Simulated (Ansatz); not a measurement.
## NiF: relaxation of cell and atoms with LDA

NiF:

```
Ni F
1.0
     0.00000    2.33484    2.33484
     2.33484    0.00000    2.33484
     2.33484    2.33484    0.00000
Ni F
1 1
Direct
  0.00000 0.00000 0.00000
  0.75000 0.75000 0.75000
```

The cell was built by a generator and needn't be a form met in nature.

| Quantity | Value |
| --- | --- |
| Program | Ansatz 0.2.0 |
| Task | relaxation of cell and atoms |
| Functional | LDA |
| Potentials or basis | Ansatz PAW |
| Cutoff | 420 eV (not typed: the program's choice for these potentials) |
| k mesh | 7 × 7 × 7 |
| Occupations | fermi-dirac, width 0.05 eV |
| Spin | collinear spin, ferromagnetic start |
| Starting moments | [1.0, 0.0] μB |
| Target pressure | 30 GPa |
| Target pressure (GPa) | 30 |

```yaml
Relaxed_volume: 10.10 Å³/atom
Relaxed_cell: a = 3.057 Å, b = 3.057 Å, c = 3.057 Å, α = 60.00°, β = 60.00°, γ = 60.00°
Space_group_after_relaxing_to_0.05_Å: F-43m (No. 216)
Energy_change_on_relaxing_the_enthalpy_is_what_falls: +153.4 meV/atom
Ionic_steps: 8
Pressure_after_relaxing: 30.0 GPa
Band_gap_on_the_k_mesh: none (metal or under the smearing width)
Net_moment: 1.09 μB per cell
Absolute_moment: 1.19 μB per cell
Site_moments: Ni +0.99; F +0.10 μB
```

Step by step:
| step | energy change (eV) | largest force (eV/Å) | volume (Å³) |
| --- | --- | --- | --- |
| 1 | 0.0000 | 0.0000 | 25.46 |
| 2 | 0.0710 | 0.0000 | 21.89 |
| 3 | 0.4045 | 0.0000 | 19.67 |
| 4 | 0.2708 | 0.0000 | 20.34 |
| 5 | 0.2840 | 0.0000 | 20.26 |
| 6 | 0.2940 | 0.0000 | 20.26 |
| 7 | 0.3068 | 0.0000 | 20.19 |
| 8 | 0.3068 | 0.0000 | 20.19 |

Final structure:
```
Ni F
1.0
     0.00000    2.16133    2.16133
     2.16133    0.00000    2.16133
     2.16133    2.16133    0.00000
Ni F
1 1
Direct
  0.00000 0.00000 0.00000
  0.75000 0.75000 0.75000
```

Levels at points of the mesh, in eV from the Fermi level:
Spin up:
```
           k point  band 11  band 12  band 13  band 14  band 15  band 16
(0.00, 0.00, 0.00)    -1.99    -0.47    -0.47    -0.47    14.39    14.39
```
Spin down:
```tsv
k point	band 8	band 9	band 10	band 11	band 12	band 13	band 14	band 15	band 16	band 17
(0.00, 0.00, 0.00)	-8.97	-2.25	-1.20	-1.20	0.57	0.57	0.57	14.51	14.51	14.51
```

Wall time 10 s on 2 threads of Arm Neoverse V2 (shared host), peak memory 0.29 GiB.

Caveat: the volume moved by over 15 % at a fixed basis, so the end points are rough; the plane-wave basis is chosen anew once the cell has moved, so the energies of steps on either side of that aren't comparable; the pressure holds a Pulay correction of +0.9 GPa for the finite cutoff; a cell with one magnetic atom can't hold antiferromagnetic order, which such compounds often take; semilocal functionals often make such compounds metallic where correlation or magnetic order opens a gap, which also shifts bond lengths; the PAW data sets come from PBE, with cores solved anew for the run's functional, which leaves a small shift of forces and pressure. With open d or f shells a metallic result of LDA can be an artefact of self-interaction; +U or a hybrid may open a gap.
